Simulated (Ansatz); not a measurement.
What does this script print? It uses Ansatz's Python interface.

`restart_ca3hg.py`:
```python
'''A run of Ca3Hg that can be started again.'''

import ansatz as az


def main() -> None:
    crystal = (
        az.Lattice.of([5.100185, 0.0, 0.0], [0.0, 5.100185, 0.0], [0.0, 0.0, 5.100185])
        .atom('Ca', [0.5, 0.0, 0.0])
        .atom('Ca', [0.0, 0.0, 0.5])
        .atom('Ca', [0.0, 0.5, 0.0])
        .atom('Hg', [0.5, 0.5, 0.5])
    )

    model = (
        crystal.calculation()
        .occupations('fermi_dirac', width=0.05)
        .kpoints(spacing=0.32)
        .functional('PBEsol', dispersion='d3bj')
        .basis(16 * az.Ha)
        .forces()
        .checkpoint(write='state')
    )
    with az.exiting_at_sigterm():
        done = model.run(threads=1, backend='cpu', resume=True)
    print('returned:', type(done).__name__)
    print(f'F = {done.report["free_energy_ev"]:.5f} eV, {done.report["n_iterations"]} iterations')


if __name__ == '__main__':
    main()
```

```console
$ python restart_ca3hg.py
returned: RunOutcome
F = -19051.36297 eV, 7 iterations
```

```console
$ python restart_ca3hg.py
returned: CompletedStep
F = -19051.36297 eV, 7 iterations
```

Notes:
- Absolute energies stand on the zero of these potentials, so only differences at equal settings mean something. A total without «per atom» is that of the cell as typed.
- Dispersion corrections can be off by several per cent in the lattices of metals, and by several GPa in the pressure at a fixed cell.
- For a metal this k-point mesh is coarse: on a finer one energies can move by several to tens of meV an atom and pressures by half a GPa or more, differences at one mesh by less.
- Spin-orbit coupling, which matters for elements this heavy, is left out.
- This cell is a computed structure, which may not be the phase found in nature.
- The whole script took 3.4 s on 1 thread of Arm Neoverse V2, on a shared host, peak memory 0.42 GiB.
